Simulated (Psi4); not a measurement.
**GeH3O2F (SMILES [OH][GeH]([OH])[F]): MP3/def2-SVP**

Aim: the vertical singlet–triplet gap of GeH3O2F at MP3/def2-SVP, from 2 runs. 

The calculation is run with Psi4 1.11.

2 further runs of the same task are left out: 2 set aside as unsound or not needed. Runs told in other sessions of the task aren't counted.

## 1. The structure to begin with

GeH3O2F: 7 atoms, total charge 0, spin state singlet. As SMILES, `[OH][GeH]([OH])[F]`. The coordinates come from a PBE0-D4/def2-TZVP relaxation. This is one conformer, not always the lowest.

Bond lengths: O1–Ge2 1.758 Å, Ge2–O3 1.748 Å, Ge2–F4 1.736 Å, O1–H5 0.961 Å, Ge2–H6 1.522 Å, O3–H7 0.961 Å. Angles: O1–Ge2–O3 108.4°, O1–Ge2–F4 104.7°, O3–Ge2–F4 110.1°, O1–Ge2–H6 116.0°, O3–Ge2–H6 108.9°, F4–Ge2–H6 108.5°, Ge2–O1–H5 112.4°, Ge2–O3–H7 112.8°.

## 2. A single-point energy at MP3/def2-SVP

Contents of run.py:

```python
import psi4

psi4.set_memory(2200000000)
psi4.set_num_threads(1)
psi4.core.set_output_file('run.log', False)

mol = psi4.geometry("""
O     -0.66688435     2.15485470    -1.62384166
Ge    -0.20314556    -0.05064466     0.81711758
O      2.86898220    -1.23966034     0.58127976
F     -2.38162183    -2.42735321     0.21391700
H     -2.28505683     1.96871668    -2.42621937
H     -0.62625524     0.91802895     3.49126902
H      3.40982182    -1.45263247    -1.13969383
units bohr
symmetry c1
""")

psi4.set_options({
    'basis': 'def2-SVP',
    'puream': True,
    'e_convergence': 1e-09,
    'd_convergence': 1e-08,
    'scf_type': 'pk',
    'num_frozen_docc': 12,
    'mp_type': 'conv',
})

E, wfn = psi4.energy("mp3", return_wfn=True)
print(f'mp3 energy: {E:.10f} Eh')
```

Command:

```bash
$ python run.py
```

run.log:

```text
[...]
  Running in c1 symmetry.
[...]
  Nuclear repulsion =  327.327915151877448
[...]
  Multiplicity = 1
[...]
  Nalpha       = 30
  Nbeta        = 30
[...]
    Number of basis functions: 89
[...]
   @RHF iter   1: -2324.99475186543395   -3.79824e+00   2.29873e-02 DIIS/ADIIS
[...]
   @RHF iter  12: -2325.90257604417366   -1.63709e-11   6.68129e-09 DIIS
[...]
    Orbital Energies [Eh]
    ---------------------
    Doubly Occupied:
       1A   -405.267802     2A    -52.189813     3A    -46.292181
       4A    -46.291499     5A    -46.291150     6A    -26.263766
       7A    -20.572159     8A    -20.569331     9A     -7.254701
      10A     -5.235155    11A     -5.234042    12A     -5.232348
      13A     -1.723634    14A     -1.716766    15A     -1.709892
      16A     -1.706243    17A     -1.705278    18A     -1.518878
      19A     -1.331425    20A     -1.308728    21A     -0.783243
      22A     -0.696151    23A     -0.683656    24A     -0.648771
      25A     -0.639955    26A     -0.575132    27A     -0.565532
      28A     -0.534460    29A     -0.525217    30A     -0.502049
[...]
  @RHF Final Energy: -2325.90257604417366
   => Energetics <=
    Nuclear Repulsion Energy =            327.3279151518774484
    One-Electron Energy =               -3895.3230703300323512
    Two-Electron Energy =                1242.0925791339814168
    Total Energy =                      -2325.9025760441736566
[...]
 Multipole Moments:
 ------------------------------------------------------------------------------------
     Multipole            Electronic (a.u.)      Nuclear  (a.u.)        Total (a.u.)
 ------------------------------------------------------------------------------------
 L = 1.  Multiply by 2.5417464519 to convert [e a0] to [Debye]
 Dipole X            :         -1.9069431            1.6887256           -0.2182176
 Dipole Y            :         -0.7481370            1.1295519            0.3814149
 Dipole Z            :          2.4697378           -2.7204787           -0.2507409
 Magnitude           :                                                    0.5059321
[...]
	SCS-MP2 Total Energy (a.u.)        : -2326.65825368936476
	SOS-MP2 Total Energy (a.u.)        : -2326.64062662344759
[...]
	SOS-PI-MP2 Total Energy (a.u.)     : -2326.69739974492995
[...]
	MP2 Total Energy (a.u.)            : -2326.69350782120000
[...]
	SCS-MP3 Total Energy (a.u.)        : -2326.65563016958822
[...]
	MP3 Total Energy (a.u.)            : -2326.68301374209341
[...]
```

The script printed:

```text
mp3 energy: -2326.6830137421 Eh
```

Wall time 5.7 s (1 thread of AMD EPYC 9R45 (Zen 5), shared host); peak memory 0.54 GiB.

## 3. The triplet

Contents of run.py:

```python
import psi4

psi4.set_memory('2200 MB')
psi4.set_num_threads(1)
psi4.core.set_output_file('output.dat', False)

m = psi4.geometry("""
0 3
O
Ge 1 1.758076
O 2 1.747675 1 108.44394
F 2 1.735697 3 110.10918 1 113.97581
H 1 0.960852 2 112.39665 4 19.34784
H 2 1.521643 4 108.50567 5 117.09271
H 3 0.961242 2 112.75706 6 -164.09512
symmetry c1
""")

options = {'basis': 'def2-SVP', 'reference': 'uhf', 'puream': True, 'e_convergence': 1e-09, 'd_convergence': 1e-08, 'scf_type': 'pk', 'num_frozen_docc': 12, 'maxiter': 100, 'mp_type': 'conv'}
psi4.set_options(options)

result, w = psi4.energy('mp3', molecule=m, return_wfn=True)
print(f'mp3 energy: {result:.10f} Eh')
for k, v in sorted(psi4.core.scalar_variables().items()):
    print(f'{k:45s} {v:18.10f}')
```

Command:

```bash
$ python run.py
```

output.dat:

```text
[...]
  Running in c1 symmetry.
[...]
  Nuclear repulsion =  327.327972022142660
[...]
  Multiplicity = 3
[...]
  Nalpha       = 31
  Nbeta        = 29
[...]
    Number of basis functions: 89
[...]
   @UHF iter   1: -2324.51295513665218   -3.31644e+00   2.37352e-02 ADIIS/DIIS
[...]
   @UHF iter  28: -2325.63260620210849   -2.72848e-12   7.14686e-09 DIIS
[...]
   @S^2 Observed:                2.007720739E+00
[...]
    Orbital Energies [Eh]
    ---------------------
    Alpha Occupied:
       1A   -405.287325     2A    -52.210751     3A    -46.312967
       4A    -46.311762     5A    -46.311344     6A    -26.259321
       7A    -20.765389     8A    -20.586972     9A     -7.275855
      10A     -5.257187    11A     -5.252989    12A     -5.251791
      13A     -1.746137    14A     -1.738135    15A     -1.730047
      16A     -1.725927    17A     -1.725447    18A     -1.552848
      19A     -1.513559    20A     -1.338881    21A     -0.880675
      22A     -0.815393    23A     -0.791088    24A     -0.736324
      25A     -0.674687    26A     -0.641869    27A     -0.633735
      28A     -0.586261    29A     -0.555762    30A     -0.536977
      31A     -0.153264
[...]
  @UHF Final Energy: -2325.63260620210849
   => Energetics <=
    Nuclear Repulsion Energy =            327.3279720221426601
    One-Electron Energy =               -3893.0197475477461921
    Two-Electron Energy =                1240.0591693234950981
    Total Energy =                      -2325.6326062021084908
  UHF NO Occupations:
  HONO-2 :   29  A 1.9978964
  HONO-1 :   30  A 1.0000000
  HONO-0 :   31  A 1.0000000
  LUNO+0 :   32  A 0.0021036
  LUNO+1 :   33  A 0.0008188
[...]
 Multipole Moments:
 ------------------------------------------------------------------------------------
     Multipole            Electronic (a.u.)      Nuclear  (a.u.)        Total (a.u.)
 ------------------------------------------------------------------------------------
 L = 1.  Multiply by 2.5417464519 to convert [e a0] to [Debye]
 Dipole X            :          0.8344560           -0.2458677            0.5885883
 Dipole Y            :          1.6637217           -2.2701103           -0.6063886
 Dipole Z            :          2.0672238           -2.5129331           -0.4457093
 Magnitude           :                                                    0.9554058
[...]
	SCS-MP2 Total Energy (a.u.)        : -2326.35373503647997
	SOS-MP2 Total Energy (a.u.)        : -2326.33587040243219
[...]
	SOS-PI-MP2 Total Energy (a.u.)     : -2326.38996764861122
[...]
	MP2 Total Energy (a.u.)            : -2326.38946430457463
[...]
	SCS-MP3 Total Energy (a.u.)        : -2326.35338912552561
[...]
	MP3 Total Energy (a.u.)            : -2326.38808066075626
[...]
```

Wall time 11 s (1 thread of AMD EPYC 9R45 (Zen 5), shared host); peak memory 0.56 GiB.

## 4. What came out

At MP3/def2-SVP, 12 core orbitals frozen:

```
                                                           quantity           value
                                              singlet: total energy  -2326.68301 Eh
                       singlet: HOMO energy (Hartree–Fock orbitals)       -13.66 eV
                       singlet: LUMO energy (Hartree–Fock orbitals)         4.01 eV
                     singlet: HOMO–LUMO gap (Hartree–Fock orbitals)        17.67 eV
              singlet: correlation energy (12 core orbitals frozen)      -780.4 mEh
                                              triplet: total energy  -2326.38808 Eh
triplet: HOMO energy (Hartree–Fock orbitals) (highest over α and β)        -4.17 eV
 triplet: LUMO energy (Hartree–Fock orbitals) (lowest over α and β)        -1.04 eV
              triplet: correlation energy (12 core orbitals frozen)      -755.5 mEh
                         triplet: ⟨S²⟩ of the reference determinant           2.008
                   vertical energy of the triplet above the singlet        8.026 eV
```

**Reading.** At this shape the triplet lies 8.03 eV (774 kJ/mol) above the singlet.
